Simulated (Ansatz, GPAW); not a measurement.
AgCl: PBE in single-zeta orbitals, run from Python

These are simulated results from GPAW 26.7.0, not measurements. The cell was built from a prototype and was relaxed with r2SCAN in plane waves (Ansatz 0.2.0). Not every such cell is a known phase. All runs are without spin polarisation.

Space group Fm-3m (No. 225), cubic; conventional cell a = 5.546 Å, 21.33 Å³ an atom. Around Ag lie 6 Cl at 2.77 Å; around Cl lie 6 Ag at 2.77 Å.

The basis is minimal: single zeta, one radial function for each shell that the log's basis lists. It describes the filled bands fairly and the empty ones poorly.

run.py reads:

```python
import json
from ase import Atoms
from gpaw import GPAW, PW, FermiDirac

atoms = Atoms(['Ag', 'Cl'],
              cell=[[0.0, 2.773184, 2.773184], [2.773184, -0.0, 2.773184], [2.773184, 2.773184, -0.0]],
              scaled_positions=[[0.0, -0.0, -0.0], [0.5, 0.5, 0.5]],
              pbc=True)
calc = GPAW(mode='lcao', basis='sz(dzp)', h=0.2, xc='PBE', kpts={'size': (6, 6, 6), 'gamma': True},
            occupations=FermiDirac(0.02), maxiter=100, legacy_gpaw=True, txt='gpaw.txt')
atoms.calc = calc
res = {'energy': atoms.get_potential_energy(force_consistent=True)}
res['electrons'] = calc.get_number_of_electrons()
res['k'] = calc.get_ibz_k_points().tolist()
res['levels'] = [calc.get_eigenvalues(kpt=i).tolist() for i in range(len(res['k']))]
points = [[0.0, 0.0, 0.0], [0.5, 0.0, 0.5], [0.625, 0.25, 0.625], [0.375, 0.375, 0.75], [0.5, 0.5, 0.5], [0.5, 0.25, 0.75], [0.0, 0.0, 0.5], [0.0375, 0.0375, 0.075]]
bands = calc.fixed_density(kpts=points, symmetry='off', txt='bands.txt')
res['points'] = [bands.get_eigenvalues(kpt=i).tolist() for i in range(len(points))]
json.dump(res, open('results.json', 'w'))
print('free energy (eV):', round(res['energy'], 5))
```

Command: `python run.py`. It took 10 s on 1 thread of Arm Neoverse V1, on a shared host, peak memory 0.15 GiB.

The log gpaw.txt, trimmed of paths, versions and times, then the last line on the terminal. An iter line gives the energy in eV and the logarithms of the changes of orbitals (plane waves alone) and density (c: converged):

```
___ ___ ___ _ _ _
 |   |   |_  | | | |

 | | | | | . | | | |

 |__ |  _|___|_____|  26.7.0
 |___|_|

Input parameters:
  basis: sz(dzp)
  h: 0.2
  kpts: {gamma: True,
         size: (6, 6, 6)}
  maxiter: 100
  mode: lcao
  occupations: {fixmagmom: False,
                name: fermi-dirac,
                width: 0.02}
  xc: PBE

System changes: positions, numbers, cell, pbc, initial_charges, initial_magmoms

Initialize ...

species:
  Ag:
    name:    Silver
    Z:       47.0
    valence: 17
    core:    30
    charge:  0.0  # [|e|]
    compensation charges:
      type: gauss
      rc: 0.40  # [Å]
      lmax: 2
    cutoffs:
      filter: 2.35  # [Å]
      core: 2.19  # [Å]
    projectors
    | kind |    occ | energy [eV] | rcut [Å] |

    |------|--------|-------------|----------|

    |   5s |  1.000 |      -4.401 |    1.286 |

    |   4p |  6.000 |     -58.577 |    1.328 |

    |   5p |  0.000 |      -0.738 |    1.328 |

    |   4d | 10.000 |      -7.446 |    1.180 |

    |    s |        |      22.811 |    1.286 |

    |    d |        |      19.766 |    1.180 |

    LCAO basis set for Ag:
      Name: sz(dzp)
      Number of radial functions: 4
      Number of spherical harmonics: 12
        l=0, rc=9.2812 Bohr: 5s-sz confined orbital
        l=1, rc=3.3750 Bohr: 4p-sz confined orbital
        l=1, rc=14.2344 Bohr: 5p-sz confined orbital
        l=2, rc=5.4531 Bohr: 4d-sz confined orbital
      Number of RI-basis functions 0

  Cl:
    name:    Chlorine
    Z:       17.0
    valence: 7
    core:    10
    charge:  0.0  # [|e|]
    compensation charges:
      type: gauss
      rc: 0.25  # [Å]
      lmax: 2
    cutoffs:
      filter: 1.40  # [Å]
      core: 1.49  # [Å]
    projectors
    | kind |    occ | energy [eV] | rcut [Å] |

    |------|--------|-------------|----------|

    |   3s |  2.000 |     -20.689 |    0.794 |

    |   3p |  5.000 |      -8.594 |    0.794 |

    |    s |        |       6.523 |    0.794 |

    |    p |        |      18.617 |    0.794 |

    |    d |        |       0.000 |    0.794 |

    LCAO basis set for Cl:
      Name: sz(dzp)
      Number of radial functions: 2
      Number of spherical harmonics: 4
        l=0, rc=5.1719 Bohr: 3s-sz confined orbital
        l=1, rc=6.2656 Bohr: 3p-sz confined orbital
      Number of RI-basis functions 0

Reference energy: -157152.775749  # eV

Spin-paired calculation

Convergence criteria:
 Maximum [total energy] change in last 3 cyles: 0.0005 eV / valence electron
 Maximum integral of absolute [dens]ity change: 0.0001 electrons / valence electron
 Maximum integral of absolute [eigenst]ate change: 4e-08 eV^2 / valence electron
 Maximum number of scf [iter]ations: 100
 (Square brackets indicate name in SCF output, whereas a 'c' in
 the SCF output indicates the quantity has converged.)

Symmetries present (total): 48

  ( 1  0  0)  ( 1  0  0)  ( 1  0  0)  ( 1  0  0)  ( 1  0 -1)  ( 1  0 -1)
  ( 1  0 -1)  ( 1 -1  0)  ( 0  1  0)  ( 0  0  1)  ( 1  0  0)  ( 1 -1  0)
  ( 1 -1  0)  ( 1  0 -1)  ( 0  0  1)  ( 0  1  0)  ( 1 -1  0)  ( 1  0  0)

  ( 1  0 -1)  ( 1  0 -1)  ( 1 -1  0)  ( 1 -1  0)  ( 1 -1  0)  ( 1 -1  0)
  ( 0  1 -1)  ( 0  0 -1)  ( 1  0  0)  ( 1  0 -1)  ( 0 -1  1)  ( 0 -1  0)
  ( 0  0 -1)  ( 0  1 -1)  ( 1  0 -1)  ( 1  0  0)  ( 0 -1  0)  ( 0 -1  1)

  ( 0  1  0)  ( 0  1  0)  ( 0  1  0)  ( 0  1  0)  ( 0  1 -1)  ( 0  1 -1)
  ( 1  0  0)  ( 0  1 -1)  ( 0  0  1)  (-1  1  0)  ( 1  0 -1)  ( 0  1  0)
  ( 0  0  1)  (-1  1  0)  ( 1  0  0)  ( 0  1 -1)  ( 0  0 -1)  (-1  1  0)

  ( 0  1 -1)  ( 0  1 -1)  ( 0  0  1)  ( 0  0  1)  ( 0  0  1)  ( 0  0  1)
  ( 0  0 -1)  (-1  1  0)  ( 1  0  0)  ( 0  1  0)  ( 0 -1  1)  (-1  0  1)
  ( 1  0 -1)  ( 0  1  0)  ( 0  1  0)  ( 1  0  0)  (-1  0  1)  ( 0 -1  1)

  ( 0  0 -1)  ( 0  0 -1)  ( 0  0 -1)  ( 0  0 -1)  ( 0 -1  1)  ( 0 -1  1)
  ( 1  0 -1)  ( 0  1 -1)  ( 0 -1  0)  (-1  0  0)  ( 1 -1  0)  ( 0  0  1)
  ( 0  1 -1)  ( 1  0 -1)  (-1  0  0)  ( 0 -1  0)  ( 0 -1  0)  (-1  0  1)

  ( 0 -1  1)  ( 0 -1  1)  ( 0 -1  0)  ( 0 -1  0)  ( 0 -1  0)  ( 0 -1  0)
  ( 0 -1  0)  (-1  0  1)  ( 1 -1  0)  ( 0  0 -1)  ( 0 -1  1)  (-1  0  0)
  ( 1 -1  0)  ( 0  0  1)  ( 0 -1  1)  (-1  0  0)  ( 1 -1  0)  ( 0  0 -1)

  (-1  1  0)  (-1  1  0)  (-1  1  0)  (-1  1  0)  (-1  0  1)  (-1  0  1)
  ( 0  1  0)  ( 0  1 -1)  (-1  0  1)  (-1  0  0)  ( 0  0  1)  ( 0 -1  1)
  ( 0  1 -1)  ( 0  1  0)  (-1  0  0)  (-1  0  1)  ( 0 -1  1)  ( 0  0  1)

  (-1  0  1)  (-1  0  1)  (-1  0  0)  (-1  0  0)  (-1  0  0)  (-1  0  0)
  (-1  1  0)  (-1  0  0)  ( 0  0 -1)  ( 0 -1  0)  (-1  1  0)  (-1  0  1)
  (-1  0  0)  (-1  1  0)  ( 0 -1  0)  ( 0  0 -1)  (-1  0  1)  (-1  1  0)

216 k-points: 6 x 6 x 6 Monkhorst-Pack grid + [1/12,1/12,1/12]
16 k-points in the irreducible part of the Brillouin zone
       k-points in crystal coordinates                weights
   0:     0.00000000    0.00000000    0.00000000          1/216
   1:     0.16666667    0.16666667    0.00000000          6/216
   2:     0.16666667    0.16666667    0.16666667          8/216
   3:     0.33333333    0.16666667    0.16666667         12/216
   4:     0.33333333    0.33333333   -0.33333333         12/216
   5:     0.33333333    0.33333333    0.00000000          6/216
   6:     0.33333333    0.33333333    0.16666667         24/216
   7:     0.33333333    0.33333333    0.33333333          8/216
   8:     0.50000000    0.33333333   -0.33333333         24/216
   9:     0.50000000    0.33333333   -0.16666667         12/216
          ...
  15:     0.50000000    0.50000000    0.50000000          4/216

Wave functions: LCAO
  Diagonalizer: Serial LAPACK
  Atomic Correction: dense with blas
  Data-type: complex

Occupation numbers: Fermi-Dirac:
  width: 0.0200  # eV

Eigensolver
   LCAO using direct dense diagonalizer

Densities:
  Coarse grid: 16*16*16 grid
  Fine grid: 32*32*32 grid
  Total Charge: 0.000000

Density mixing:
  Method: separate
  Backend: msr1
  Linear mixing parameter: 0.05
  old densities: 10
  Width of damping distribution: 1.1
  Damping of long wavelength oscillations: 20

Hamiltonian:
  XC and Coulomb potentials evaluated on a 32*32*32 grid
  Using the PBE Exchange-Correlation functional
  Interpolation: tri-quintic (5. degree polynomial)
  Poisson solver: FastPoissonSolver using
    Stencil: 12*3+1=37 point O(h^6) finite-difference Laplacian
    FFT axes: [np.int64(0), np.int64(1), np.int64(2)]
    FST axes: []

XC parameters: PBE with 2 nearest neighbor stencil

Memory estimate:
  Process memory now: 111.84 MiB
  Calculator: 12.74 MiB
    Density: 6.51 MiB
      Arrays: 0.81 MiB
      Localized functions: 5.07 MiB
      Mixer: 0.62 MiB
    Hamiltonian: 0.92 MiB
      Arrays: 0.53 MiB
      XC: 0.00 MiB
      Poisson: 0.00 MiB
      vbar: 0.39 MiB
    Wavefunctions: 5.31 MiB
      C [qnM]: 0.06 MiB
      S, T [2 x qmm]: 0.12 MiB
      P [aqMi]: 0.01 MiB
      BasisFunctions: 5.12 MiB
      Eigensolver: 0.00 MiB

Total number of cores used: 1

Number of atoms: 2
Number of atomic orbitals: 16
Number of bands in calculation: 16
Number of valence electrons: 24
Bands to converge: occupied
Positions:
   0 Ag     0.000000    0.000000    0.000000    ( 0.0000,  0.0000,  0.0000)
   1 Cl     2.773184    2.773184    2.773184    ( 0.0000,  0.0000,  0.0000)

Unit cell:
           periodic     x           y           z      points  spacing
  1. axis:    yes    0.000000    2.773184    2.773184    16     0.2001
  2. axis:    yes    2.773184   -0.000000    2.773184    16     0.2001
  3. axis:    yes    2.773184    2.773184   -0.000000    16     0.2001

  Lengths:   3.921874   3.921874   3.921874
  Angles:   60.000000  60.000000  60.000000

Effective grid spacing dv^(1/3) = 0.2184

iter:   1    -4.178602        c
iter:   2    -4.172171        c -1.75
iter:   3    -4.143865        c -1.78
iter:   4    -4.143460        c -2.43
iter:   5    -4.143366c       c -2.88
iter:   6    -4.143364c       c -4.19c

Converged after 6 iterations.

Energy contributions relative to reference atoms: (reference = -157152.775749)

Kinetic:        +27.504699
Potential:      -23.720274
External:        +0.000000
XC:              -8.261848
Entropy (-ST):   -0.000000
Local:           +0.334058
SIC:             +0.000000
--------------------------
Free energy:     -4.143364
Extrapolated:    -4.143364

Showing only first 2 kpts
 Kpt  Band  Eigenvalues  Occupancy
  0    10      2.50034    2.00000
  0    11      2.50034    2.00000
  0    12      5.09754    0.00000
  0    13     17.99850    0.00000

  1    10      2.78996    2.00000
  1    11      3.21669    2.00000
  1    12      6.68487    0.00000
  1    13     15.12949    0.00000

Fermi level: 4.82381

Gap: 0.594 eV
Transition (v -> c):
  (s=0, k=15, n=11, [0.50, 0.50, 0.50]) -> (s=0, k=0, n=12, [0.00, 0.00, 0.00])
Direct/indirect transitions are different
Direct gap: 2.597 eV
Transition at: (s=0, k=0, n=11, [0.00, 0.00, 0.00])

free energy (eV): -4.14336
```

The gap in the log is over the mesh alone; results.json adds the listed points. PBE in single-zeta orbitals gives a gap of 0.59 eV. On the same cell, plane-wave PBE (Ansatz, 8×8×8 k points and the special points) gives a gap of 0.91 eV and r2SCAN a gap of 1.48 eV; on shared hosts these took about 1.8 and 4.3 core-seconds on the 2-atom cell, against 10 for the script. Semilocal gaps usually lie below measured ones.

The runs are scalar-relativistic, without spin-orbit coupling.
